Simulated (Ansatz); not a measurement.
**C₄H₇I: up Jacob's ladder to CCSD(T)**

An exercise on one series of results from a longer session: the logs are not shown, and one member is left open.

The runs use Ansatz 0.2.0, Gaussian basis; functionals in def2-TZVPP, the program's frozen cores in correlated methods.

Plan: PBE-D4, r2SCAN-D4, PBE0-D4, B3LYP-D4, ωB97X-V, ωB97M-V, B2PLYP; CCSD(T)/def2-TZVPP; MP2/def2-QZVPP; extrapolation to the limit.

## The relaxed structure

The geometry comes from an earlier relaxation with PBE0-D4 in a triple-zeta def2 set; it is a stationary point, not always the lowest conformer. I takes the def2 core potential; no spin-orbit term is included.

SMILES `C/C=C(\C)I`, 12 atoms, charge 0, spin multiplicity 1.

Atoms are counted from 1 here; the program's logs count them from 0.

Bond lengths: C1–C2 1.492 Å, C1–H6 1.094 Å, C1–H7 1.089 Å, C1–H8 1.094 Å, C2–C3 1.328 Å, C2–H9 1.086 Å, C3–C4 1.488 Å, C3–I5 2.107 Å, C4–H10 1.093 Å, C4–H11 1.091 Å, C4–H12 1.093 Å. Angles: C2–C1–H6 110.3°, C2–C1–H7 113.3°, C2–C1–H8 110.3°, H6–C1–H7 108.0°, H6–C1–H8 106.7°, H7–C1–H8 108.0°, C1–C2–C3 126.2°, C1–C2–H9 115.5°, C3–C2–H9 118.3°, C2–C3–C4 128.6°, C2–C3–I5 118.1°, C4–C3–I5 113.2°, C3–C4–H10 110.8°, C3–C4–H11 111.3°, C3–C4–H12 110.8°, H10–C4–H11 108.4°, H10–C4–H12 107.1°, H11–C4–H12 108.4°.

The first run:

in.yaml reads:

```yaml
crystal:
  periodic: [false, false, false]
  atoms:
    - {symbol: C, position_ang: [-1.603791, -0.316536, 0.347741]}
    - {symbol: C, position_ang: [-0.465215, 0.595407, 0.661882]}
    - {symbol: C, position_ang: [0.758630, 0.525341, 0.152008]}
    - {symbol: C, position_ang: [1.299055, -0.448400, -0.834419]}
    - {symbol: I, position_ang: [2.178608, 1.951230, 0.776708]}
    - {symbol: H, position_ang: [-2.447528, 0.253910, -0.052875]}
    - {symbol: H, position_ang: [-1.347978, -1.091182, -0.373805]}
    - {symbol: H, position_ang: [-1.959854, -0.806924, 1.259073]}
    - {symbol: H, position_ang: [-0.680578, 1.382890, 1.377354]}
    - {symbol: H, position_ang: [1.659554, 0.065248, -1.729284]}
    - {symbol: H, position_ang: [0.538880, -1.170879, -1.135255]}
    - {symbol: H, position_ang: [2.147318, -0.995306, -0.415028]}
basis:
  gaussian: {orbitals: def2-TZVPP}
hamiltonian: {xc: pbe, dispersion: d4}
output: {forces: true, orbitals: {seedname: orbitals}}
```

On the command line:

```sh
$ ansatz run in.yaml --threads 4 --pin off --events-out ev --progress --plain --max-ram 10444MiB
```

Steps of the session up to this table: PBE-D4 (GGA); r2SCAN-D4 (meta-GGA); PBE0-D4 (hybrid); B3LYP-D4 (hybrid); ωB97X-V (range-separated); ωB97M-V (range-separated); B2PLYP (double hybrid); CCSD(T) in def2-TZVPP; MP2 in def2-QZVPP.

One of the session's tables, all rows but one given; the rest of the session is left out.

```
            method  atomisation energy (kcal/mol)
            PBE-D4                         1141.9
         r2SCAN-D4                         1117.4
           PBE0-D4                         1124.6
          B3LYP-D4                         1114.3
           ωB97X-V                         1112.1
           ωB97M-V                         1113.5
            B2PLYP                         1103.2
     HF/def2-TZVPP                          826.3
    MP2/def2-TZVPP                         1106.4
   CCSD/def2-TZVPP                              ?
CCSD(T)/def2-TZVPP                         1089.0
           MP2/CBS                         1132.3
       CCSD(T)/CBS                         1114.9
```

Q: Estimate the row for CCSD/def2-TZVPP from the others.

The run gave: atomisation energy (kcal/mol): 1071.7. In the column «atomisation energy (kcal/mol)» it lies between HF/def2-TZVPP (826.3) and CCSD(T)/def2-TZVPP (1089.0).
